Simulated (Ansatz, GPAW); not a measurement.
# RuBrCl with PBE in single-zeta orbitals from a Python script

These are simulated results from GPAW 26.7.0, not measurements. The cell was built from a prototype and was relaxed with r2SCAN in plane waves (Ansatz 0.2.0). It may be hypothetical. It is a single sheet, repeated along a and b, with vacuum along c. All runs are without spin polarisation.

In-plane lattice: a = 3.524 Å, b = 3.524 Å, γ = 120.0°; thickness between the outer nuclei 3.08 Å. Ru has 3 Br at 2.40 Å and 3 Cl at 2.72 Å; Cl has 3 Ru at 2.72 Å; Br has 3 Ru at 2.40 Å.

The basis is minimal: single zeta, one radial function for each shell that the log's basis lists. It describes the filled bands fairly and the empty ones poorly.

Input script:

```python
import json
from ase import Atoms
from gpaw import GPAW, PW, FermiDirac

atoms = Atoms(['Ru', 'Cl', 'Br'],
              cell=[[3.52440351, 0.0, 0.0], [-1.76220175, 3.05222297, 0.0], [0.0, 0.0, 30.41436336]],
              scaled_positions=[[0.333333333, 0.666666667, 0.290089582], [0.666666667, 0.333333333, 0.349376303], [0.666666667, 0.333333333, 0.248272572]],
              pbc=True)
calc = GPAW(mode='lcao', basis='sz(dzp)', h=0.2, xc='PBE', kpts={'size': (6, 6, 1), 'gamma': True},
            occupations=FermiDirac(0.02), maxiter=100, legacy_gpaw=True, txt='gpaw.txt')
atoms.calc = calc
res = {'energy': atoms.get_potential_energy(force_consistent=True)}
res['electrons'] = calc.get_number_of_electrons()
res['k'] = calc.get_ibz_k_points().tolist()
res['levels'] = [calc.get_eigenvalues(kpt=i).tolist() for i in range(len(res['k']))]
points = [[0.0, 0.0, 0.0], [0.5, 0.0, 0.0], [0.333333, 0.333333, 0.0], [-0.135417, 0.270833, 0.0]]
bands = calc.fixed_density(kpts=points, symmetry='off', txt='bands.txt')
res['points'] = [bands.get_eigenvalues(kpt=i).tolist() for i in range(len(points))]
json.dump(res, open('results.json', 'w'))
print('free energy (eV):', round(res['energy'], 5))
```

Command: `python run.py`. It took 9.2 s on 1 thread of Arm Neoverse V2 (shared host), peak memory 0.23 GiB.

The log gpaw.txt, trimmed of paths, versions and times, then the last line on the terminal. An iter line gives the energy in eV and the logarithms of the changes of orbitals (plane waves alone) and density (c: converged):

```
___ ___ ___ _ _ _
 |   |   |_  | | | |

 | | | | | . | | | |

 |__ |  _|___|_____|  26.7.0
 |___|_|

Input parameters:
  basis: sz(dzp)
  h: 0.2
  kpts: {gamma: True,
         size: (6, 6, 1)}
  maxiter: 100
  mode: lcao
  occupations: {fixmagmom: False,
                name: fermi-dirac,
                width: 0.02}
  xc: PBE

System changes: positions, numbers, cell, pbc, initial_charges, initial_magmoms

Initialize ...

species:
  Ru:
    name:    Ruthenium
    Z:       44.0
    valence: 16
    core:    28
    charge:  0.0  # [|e|]
    compensation charges:
      type: gauss
      rc: 0.39  # [Å]
      lmax: 2
    cutoffs:
      filter: 2.16  # [Å]
      core: 1.30  # [Å]
    projectors
    | kind |    occ | energy [eV] | rcut [Å] |

    |------|--------|-------------|----------|

    |   4s |  2.000 |     -76.316 |    1.281 |

    |   5s |  1.000 |      -4.236 |    1.281 |

    |   4p |  6.000 |     -46.423 |    1.286 |

    |   5p |  0.000 |      -0.913 |    1.286 |

    |   4d |  7.000 |      -5.203 |    1.254 |

    |    d |        |      22.008 |    1.254 |

    LCAO basis set for Ru:
      Name: sz(dzp)
      Number of radial functions: 5
      Number of spherical harmonics: 13
        l=0, rc=3.2969 Bohr: 4s-sz confined orbital
        l=0, rc=9.6875 Bohr: 5s-sz confined orbital
        l=1, rc=3.7656 Bohr: 4p-sz confined orbital
        l=1, rc=14.0938 Bohr: 5p-sz confined orbital
        l=2, rc=6.3281 Bohr: 4d-sz confined orbital
      Number of RI-basis functions 0

  Cl:
    name:    Chlorine
    Z:       17.0
    valence: 7
    core:    10
    charge:  0.0  # [|e|]
    compensation charges:
      type: gauss
      rc: 0.25  # [Å]
      lmax: 2
    cutoffs:
      filter: 1.40  # [Å]
      core: 1.49  # [Å]
    projectors
    | kind |    occ | energy [eV] | rcut [Å] |

    |------|--------|-------------|----------|

    |   3s |  2.000 |     -20.689 |    0.794 |

    |   3p |  5.000 |      -8.594 |    0.794 |

    |    s |        |       6.523 |    0.794 |

    |    p |        |      18.617 |    0.794 |

    |    d |        |       0.000 |    0.794 |

    LCAO basis set for Cl:
      Name: sz(dzp)
      Number of radial functions: 2
      Number of spherical harmonics: 4
        l=0, rc=5.1719 Bohr: 3s-sz confined orbital
        l=1, rc=6.2656 Bohr: 3p-sz confined orbital
      Number of RI-basis functions 0

  Br:
    name:    Bromine
    Z:       35.0
    valence: 7
    core:    28
    charge:  0.0  # [|e|]
    compensation charges:
      type: gauss
      rc: 0.35  # [Å]
      lmax: 2
    cutoffs:
      filter: 1.98  # [Å]
      core: 2.38  # [Å]
    projectors
    | kind |    occ | energy [eV] | rcut [Å] |

    |------|--------|-------------|----------|

    |   4s |  2.000 |     -20.121 |    1.111 |

    |   4p |  5.000 |      -7.861 |    1.111 |

    |    s |        |       7.091 |    1.111 |

    |    p |        |      19.351 |    1.111 |

    |    d |        |       0.000 |    1.111 |

    LCAO basis set for Br:
      Name: sz(dzp)
      Number of radial functions: 2
      Number of spherical harmonics: 4
        l=0, rc=5.3594 Bohr: 4s-sz confined orbital
        l=1, rc=6.8125 Bohr: 4p-sz confined orbital
      Number of RI-basis functions 0

Reference energy: -206702.322108  # eV

Spin-paired calculation

Convergence criteria:
 Maximum [total energy] change in last 3 cyles: 0.0005 eV / valence electron
 Maximum integral of absolute [dens]ity change: 0.0001 electrons / valence electron
 Maximum integral of absolute [eigenst]ate change: 4e-08 eV^2 / valence electron
 Maximum number of scf [iter]ations: 100
 (Square brackets indicate name in SCF output, whereas a 'c' in
 the SCF output indicates the quantity has converged.)

Symmetries present (total): 2

  ( 1  1  0)  ( 1  0  0)
  ( 0 -1  0)  ( 0  1  0)
  ( 0  0  1)  ( 0  0  1)

36 k-points: 6 x 6 x 1 Monkhorst-Pack grid + [1/12,1/12,0.000000]
13 k-points in the irreducible part of the Brillouin zone
       k-points in crystal coordinates                weights
   0:     0.00000000    0.00000000    0.00000000          1/36
   1:     0.16666667   -0.33333333    0.00000000          2/36
   2:     0.16666667   -0.16666667    0.00000000          4/36
   3:     0.16666667    0.00000000    0.00000000          2/36
   4:     0.33333333   -0.33333333    0.00000000          4/36
   5:     0.33333333   -0.16666667    0.00000000          4/36
   6:     0.33333333    0.00000000    0.00000000          2/36
   7:     0.33333333    0.33333333    0.00000000          2/36
   8:     0.33333333    0.50000000    0.00000000          4/36
   9:     0.50000000    0.00000000    0.00000000          1/36
          ...
  12:     0.50000000    0.50000000    0.00000000          2/36

Wave functions: LCAO
  Diagonalizer: Serial LAPACK
  Atomic Correction: dense with blas
  Data-type: complex

Occupation numbers: Fermi-Dirac:
  width: 0.0200  # eV

Eigensolver
   LCAO using direct dense diagonalizer

Densities:
  Coarse grid: 16*16*152 grid
  Fine grid: 32*32*304 grid
  Total Charge: 0.000000

Density mixing:
  Method: separate
  Backend: msr1
  Linear mixing parameter: 0.05
  old densities: 10
  Width of damping distribution: 1.1
  Damping of long wavelength oscillations: 20

Hamiltonian:
  XC and Coulomb potentials evaluated on a 32*32*304 grid
  Using the PBE Exchange-Correlation functional
  Interpolation: tri-quintic (5. degree polynomial)
  Poisson solver: FastPoissonSolver using
    Stencil: 8*3+1=25 point O(h^6) finite-difference Laplacian
    FFT axes: [np.int64(0), np.int64(1), np.int64(2)]
    FST axes: []

XC parameters: PBE with 2 nearest neighbor stencil

Memory estimate:
  Process memory now: 147.17 MiB
  Calculator: 35.61 MiB
    Density: 22.48 MiB
      Arrays: 7.72 MiB
      Localized functions: 8.83 MiB
      Mixer: 5.94 MiB
    Hamiltonian: 5.67 MiB
      Arrays: 5.05 MiB
      XC: 0.00 MiB
      Poisson: 0.00 MiB
      vbar: 0.62 MiB
    Wavefunctions: 7.45 MiB
      C [qnM]: 0.09 MiB
      S, T [2 x qmm]: 0.17 MiB
      P [aqMi]: 0.01 MiB
      BasisFunctions: 7.18 MiB
      Eigensolver: 0.00 MiB

Total number of cores used: 1

Number of atoms: 3
Number of atomic orbitals: 21
Number of bands in calculation: 21
Number of valence electrons: 30
Bands to converge: occupied
Positions:
   0 Ru     0.000000    2.034815    8.822890    ( 0.0000,  0.0000,  0.0000)
   1 Cl     1.762202    1.017408   10.626058    ( 0.0000,  0.0000,  0.0000)
   2 Br     1.762202    1.017408    7.551052    ( 0.0000,  0.0000,  0.0000)

Unit cell:
           periodic     x           y           z      points  spacing
  1. axis:    yes    3.524404    0.000000    0.000000    16     0.1908
  2. axis:    yes   -1.762202    3.052223    0.000000    16     0.1908
  3. axis:    yes    0.000000    0.000000   30.414363   152     0.2001

  Lengths:   3.524404   3.524404  30.414363
  Angles:   90.000000  90.000000 120.000000

Effective grid spacing dv^(1/3) = 0.2033

iter:   1    -9.860586        c
iter:   2    -9.568240        c -1.31
iter:   3    -9.049854        c -1.37
iter:   4    -9.082335        c -1.70
iter:   5    -8.968221        c -1.85
iter:   6    -8.966239        c -2.53
iter:   7    -8.966137c       c -2.97
iter:   8    -8.965932c       c -3.12
iter:   9    -8.965863c       c -3.41
iter:  10    -8.965860c       c -4.12c

Converged after 10 iterations.

Energy contributions relative to reference atoms: (reference = -206702.322108)

Kinetic:        +33.331822
Potential:      -28.247408
External:        +0.000000
XC:             -14.130665
Entropy (-ST):   -0.000005
Local:           +0.080394
SIC:             +0.000000
--------------------------
Free energy:     -8.965863
Extrapolated:    -8.965860

Showing only first 2 kpts
 Kpt  Band  Eigenvalues  Occupancy
  0    13     -3.11651    2.00000
  0    14     -3.11538    2.00000
  0    15     -2.14041    0.00000
  0    16     -2.14001    0.00000

  1    13     -3.21466    2.00000
  1    14     -3.13891    2.00000
  1    15     -2.22314    0.00002
  1    16     -1.87044    0.00000

Fermi level: -2.45722

Gap: 0.396 eV
Transition (v -> c):
  (s=0, k=7, n=14, [0.33, 0.33, 0.00]) -> (s=0, k=9, n=15, [0.50, 0.00, 0.00])
Direct/indirect transitions are different
Direct gap: 0.685 eV
Transition at: (s=0, k=7, n=14, [0.33, 0.33, 0.00])

free energy (eV): -8.96586
```

The gap in the log is over the mesh alone; results.json adds the listed points. PBE in single-zeta orbitals gives a gap of 0.40 eV. On the same cell, plane-wave PBE (Ansatz, 12×12×1 k points and the special points) gives a gap of 0.40 eV and r2SCAN a gap of 0.62 eV; on shared hosts these took about 17 and 41 core-seconds on the 3-atom cell, against 9.2 for the script. Semilocal gaps usually lie below measured ones.

The runs are scalar-relativistic, without spin-orbit coupling.
